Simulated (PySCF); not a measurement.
**Ru: dipole response in aug-cc-pwCVDZ-PP with ECP28**

Aim: the static polarisability and the C₆ coefficient of Ru, method by method.

The numbers are computed with PySCF 2.14.0 (unrestricted determinants in a Gaussian basis, no spin-orbit coupling in the energies), except any that are marked as measured or tabulated.

**1. The atom as given**

- Element: ruthenium (Z = 44)
- Basis: aug-cc-pwCVDZ-PP with ECP28MDF (6s6p5d3f, 70 functions)
- Hamiltonian: a scalar-relativistic core potential
- State 1: Ru: [Kr] 4d6 5s2, high-spin 5D determinant (an excited configuration)
- Methods: wB97M-V

The outer shells:

Ru [Kr] 4d6 5s2
```
[Kr] core
4d [↑↓][↑ ][↑ ][↑ ][↑ ]
5s [↑↓]
```

One driver process ran all states and methods and kept the integrals in memory. Each run is shown as a PySCF script that sums up its settings (the driver passes frozen orbitals as a list and adds second-order terms of double hybrids); the logs are those of the runs themselves. The driver starts from symmetry-adapted Hartree-Fock orbitals, holds the occupation by maximum overlap and uses a logarithmic radial grid for functionals, so a plain start would take other cycles.

The integrals over 70 functions and the set-up took 0.31 s of CPU time.

**2. Ru [Kr] 4d6 5s2, at wB97M-V**

wB97M-V:

Contents of input.py:

```python
from pyscf import gto, scf, dft, mp, cc
import basis_set_exchange as bse
txt = bse.get_basis("aug-cc-pwCVDZ-PP", elements=["Ru"], fmt="nwchem", header=False)
cut = txt.index("\nECP")
mol = gto.M(atom="Ru 0 0 0", charge=0, spin=4, symmetry="D2h",
            basis=gto.basis.parse(txt[:cut]),
            ecp={"Ru": gto.basis.parse_ecp(txt[cut:])})
mf = dft.UKS(mol, xc="WB97M_V")
mf.irrep_nelec = {'Ag': (4, 2), 'B1g': (1, 1), 'B2g': (1, 0), 'B3g': (1, 0), 'B1u': (1, 1), 'B2u': (1, 1), 'B3u': (1, 1)}
mf.kernel()
```

Output:

```text
damping factor = 0
level_shift factor = 0
DIIS = <class 'pyscf.scf.diis.CDIIS'>
diis_start_cycle = 1
diis_space = 10
diis_damp = 0
SCF conv_tol = 1e-09
SCF conv_tol_grad = None
number electrons alpha = 10  beta = 6
XC functionals = WB97M_V
    N. Mardirossian and M. Head-Gordon.,  J. Chem. Phys. 144, 214110 (2016)
NLC functional = WB97M_V
cycle= 1 E= -94.367935808607  delta_E= -0.0091  |g|= 0.0218  |ddm|= 0.287
cycle= 2 E= -94.3687794167537  delta_E= -0.000844  |g|= 0.00732  |ddm|= 0.0869
cycle= 3 E= -94.3690460088188  delta_E= -0.000267  |g|= 0.00459  |ddm|= 0.0441
cycle= 4 E= -94.369187486058  delta_E= -0.000141  |g|= 0.00489  |ddm|= 0.0176
cycle= 5 E= -94.3690971754178  delta_E= 9.03e-05  |g|= 0.00468  |ddm|= 0.0108
cycle= 6 E= -94.3683509024256  delta_E= 0.000746  |g|= 0.00809  |ddm|= 0.158
cycle= 7 E= -94.368350294805  delta_E= 6.08e-07  |g|= 0.00838  |ddm|= 0.00131
cycle= 8 E= -94.3683663618586  delta_E= -1.61e-05  |g|= 0.00122  |ddm|= 0.0266
cycle= 9 E= -94.368367016017  delta_E= -6.54e-07  |g|= 0.000235  |ddm|= 0.00196
cycle= 10 E= -94.368367027804  delta_E= -1.18e-08  |g|= 4.14e-05  |ddm|= 0.00105
cycle= 11 E= -94.3683670272718  delta_E= 5.32e-10  |g|= 1.43e-05  |ddm|= 0.00024
converged SCF energy = -94.3683670272718  <S^2> = 6.0070298  2S+1 = 5.0028111
```

It used 39 s of CPU time after the integrals (shared host).

Orbital energies by shell (radii are means over both spins):

```
shell  electrons  mean orbital energy (eV)  spread (eV)  rms radius (bohr)
 4s α          1                   -88.532            0               1.09
 4s β          1                   -85.386            0               1.09
 4p α          3                   -57.312        1.250               1.21
 4p β          3                   -53.378        0.234               1.21
 4d α          5                   -12.760        1.392               1.76
 4d β          1                   -10.031            0               1.76
 5s α          1                    -8.043            0               3.49
 5s β          1                    -7.185            0               3.49
```

⟨S²⟩ = 6.007, ⟨L²⟩ = 6.08.

The driver then solved the coupled dipole response at imaginary frequencies: mean α = 72.20 bohr³ (xx, yy, zz: 72.13, 72.13, 72.34), C₆ = 766.6 au for a like pair.

Energies and moments cover only the electrons outside the core potential.

Radial density 4πr²ρ of Ru at wB97M-V, the electrons outside the core potential:

```
r (bohr)   density  spin density
  0.0213  1.13e-05         0.000
  0.0359  2.91e-05         0.000
  0.0603  7.26e-05         0.000
   0.102  0.000280         0.000
   0.171   0.00285         0.001
   0.287    0.0587         0.013
   0.483      1.58         0.250
   0.812      11.6         1.870
    1.37      9.32         2.772
    2.30      2.31         0.921
    3.87     0.587         0.052
    6.50    0.0423        -0.007
    10.9  0.000224         0.000
```

**3. Polarisabilities and C₆**

Ru [Kr] 4d6 5s2, in atomic units:

```
 method  mean α  C₆ (like pair)  S(−4)
wB97M-V   72.20           766.6   2592
```

α(iu) at wB97M-V:

```
u (hartree)  α(iu) (bohr³)
          0          72.20
     0.0500          66.37
      0.100          54.14
      0.200          33.40
      0.300          22.17
      0.500          12.51
      0.750          7.912
       1.00          5.670
       1.50          3.414
       2.00          2.294
       3.00          1.234
       5.00         0.5162
```

**4. Results**

| quantity | value |
| --- | --- |
| α of Ru [Kr] 4d6 5s2 | 72.20 (wB97M-V) bohr³ |

In words: A single London oscillator with the computed α and C₆ of Ru [Kr] 4d6 5s2 at wB97M-V would have ω = 4 C₆ / (3 α²) = 0.196 hartree. All values hold for this basis alone; no basis-set limit was taken.
